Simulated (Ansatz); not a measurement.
Crystal: Co4Ge.

```
Ge Co
1.0
     1.31250    0.75777    9.86265
    -1.31250    0.75777    9.86265
     0.00000   -1.51554    9.86265
Ge Co
1 4
Direct
  0.00000 0.00000 0.00000
  0.59884 0.59884 0.59884
  0.20032 0.20032 0.20032
  0.79968 0.79968 0.79968
  0.40116 0.40116 0.40116
```

The cell comes from a database or a generator and needn't be the stable form of this composition.

Base run:

| Item | Value |
| --- | --- |
| Program | Ansatz 0.2.0 |
| Functional | revPBE |
| Potentials or basis | Ansatz PAW |
| Cutoff | 420 eV (not typed: the program's choice for these potentials) |
| k mesh | 12 × 12 × 12 |
| Occupations | fermi-dirac, width 0.05 eV |
| Spin | collinear spin, ferromagnetic start |
| Starting moments | [0.0, 2.0, 2.0, 2.0, 2.0] μB |

Its results: band gap on the k mesh none (metal or under the smearing width); pressure 3.5 GPa; net moment 5.94 μB per cell; site moments Ge -0.04; Co +1.35, +1.80 μB; largest force 0.090 eV/Å.

Task: The run is repeated on the same cell with these changes: functional from revPBE to RPBE. What comes out?

Result: Band gap on the k mesh none (metal or under the smearing width); pressure 4.8 GPa; net moment 5.95 μB per cell; site moments Ge -0.04; Co +1.35, +1.81 μB; largest force 0.093 eV/Å.

Caveats: the PAW data sets come from PBE, with cores solved anew for the run's functional, which leaves a small shift of forces and pressure.
